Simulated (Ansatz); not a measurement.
**C2H6Cl4O2Si2: small, medium and large basis sets**

An exercise on one series of results from a longer session: the logs are not shown, and one member is left open.

Method: one geometry, several basis sets; program: Ansatz 0.2.0, Gaussian basis.

Plan: PBE0-D4/def2-SVP; ωB97M-V/def2-SVP; PBE0-D4/def2-QZVPP; ωB97M-V/def2-QZVPP; the functionals' def2-TZVPP values are taken from earlier runs.

### Structure used throughout

The geometry comes from an earlier relaxation with PBE0-D4 in a triple-zeta def2 set; it is a stationary point, not always the lowest conformer.

16 atoms, charge 0, spin multiplicity 1.

Atoms are counted from 1 here; the program's logs count them from 0.

Bond lengths: O1–Si2 1.619 Å, O1–H11 0.969 Å, Si2–Cl3 2.036 Å, Si2–Cl4 2.056 Å, Si2–C5 1.862 Å, C5–C6 1.535 Å, C5–H12 1.095 Å, C5–H13 1.095 Å, C6–Si7 1.848 Å, C6–H14 1.096 Å, C6–H15 1.096 Å, Si7–O8 1.643 Å, Si7–Cl9 2.044 Å, Si7–Cl10 2.042 Å, O8–H16 0.960 Å. Angles: Si2–O1–H11 115.4°, O1–Si2–Cl3 106.7°, O1–Si2–Cl4 110.5°, O1–Si2–C5 114.4°, Cl3–Si2–Cl4 108.5°, Cl3–Si2–C5 109.2°, Cl4–Si2–C5 107.4°, Si2–C5–C6 116.2°, Si2–C5–H12 107.4°, Si2–C5–H13 106.1°, C6–C5–H12 111.1°, C6–C5–H13 109.3°, H12–C5–H13 106.1°, C5–C6–Si7 117.4°, C5–C6–H14 109.9°, C5–C6–H15 111.1°, Si7–C6–H14 104.7°, Si7–C6–H15 107.1° and more.

As a file:

```xyz
16
C2H6Cl4O2Si2
O     1.3651   -1.3157    1.3350
Si    1.9204   -0.0479    0.4961
Cl    3.3897    0.7996    1.6215
Cl    2.7390   -0.6658   -1.2853
C     0.6322    1.2382    0.1023
C    -0.4708    0.8148   -0.8772
Si   -1.7730   -0.3352   -0.2476
O    -1.1100   -1.7999    0.0904
Cl   -2.6506    0.4092    1.4418
Cl   -3.2385   -0.5896   -1.6471
H     0.5598   -1.7261    0.9851
H     0.2072    1.5778    1.0531
H     1.1740    2.0952   -0.3109
H    -1.0221    1.6968   -1.2233
H    -0.0451    0.3569   -1.7772
H    -1.7008   -2.5308    0.2876
```

The first run:

in.yaml reads:

```yaml
crystal:
  periodic: [false, false, false]
  atoms:
    - {symbol: O, position_ang: [1.365135, -1.315750, 1.335028]}
    - {symbol: Si, position_ang: [1.920426, -0.047905, 0.496064]}
    - {symbol: Cl, position_ang: [3.389729, 0.799568, 1.621546]}
    - {symbol: Cl, position_ang: [2.739014, -0.665844, -1.285323]}
    - {symbol: C, position_ang: [0.632227, 1.238160, 0.102289]}
    - {symbol: C, position_ang: [-0.470766, 0.814834, -0.877154]}
    - {symbol: Si, position_ang: [-1.772967, -0.335241, -0.247573]}
    - {symbol: O, position_ang: [-1.109975, -1.799888, 0.090396]}
    - {symbol: Cl, position_ang: [-2.650615, 0.409199, 1.441840]}
    - {symbol: Cl, position_ang: [-3.238452, -0.589638, -1.647142]}
    - {symbol: H, position_ang: [0.559835, -1.726082, 0.985136]}
    - {symbol: H, position_ang: [0.207204, 1.577794, 1.053051]}
    - {symbol: H, position_ang: [1.174026, 2.095161, -0.310920]}
    - {symbol: H, position_ang: [-1.022056, 1.696765, -1.223327]}
    - {symbol: H, position_ang: [-0.045066, 0.356876, -1.777230]}
    - {symbol: H, position_ang: [-1.700800, -2.530808, 0.287621]}
basis:
  gaussian: {orbitals: def2-SVP}
hamiltonian: {xc: pbe0, dispersion: d4}
output: {orbitals: {seedname: orbitals}}
```

Among the steps run: PBE0-D4 in def2-SVP; ωB97M-V in def2-SVP; PBE0-D4 in def2-QZVPP; ωB97M-V in def2-QZVPP.

One of the session's tables, all rows but one given; the rest of the session is left out.

It belongs to the step «Density functionals: the series». 

| functional | basis | HOMO (eV) | LUMO (eV) |
| --- | --- | --- | --- |
| PBE0-D4 | def2-SVP | -8.71 | 0.42 |
| PBE0-D4 | def2-TZVPP | -8.81 | -0.08 |
| PBE0-D4 | def2-QZVPP | ? | ? |
| ωB97M-V | def2-SVP | -10.89 | 2.15 |
| ωB97M-V | def2-TZVPP | -11.03 | 1.46 |
| ωB97M-V | def2-QZVPP | -11.07 | 0.89 |

**Question.** Estimate the row for PBE0-D4, def2-QZVPP.

The run gave: HOMO (eV): -8.85; LUMO (eV): -0.38. In the column «HOMO (eV)» it lies between ωB97M-V, def2-SVP (-10.89) and PBE0-D4, def2-TZVPP (-8.81).
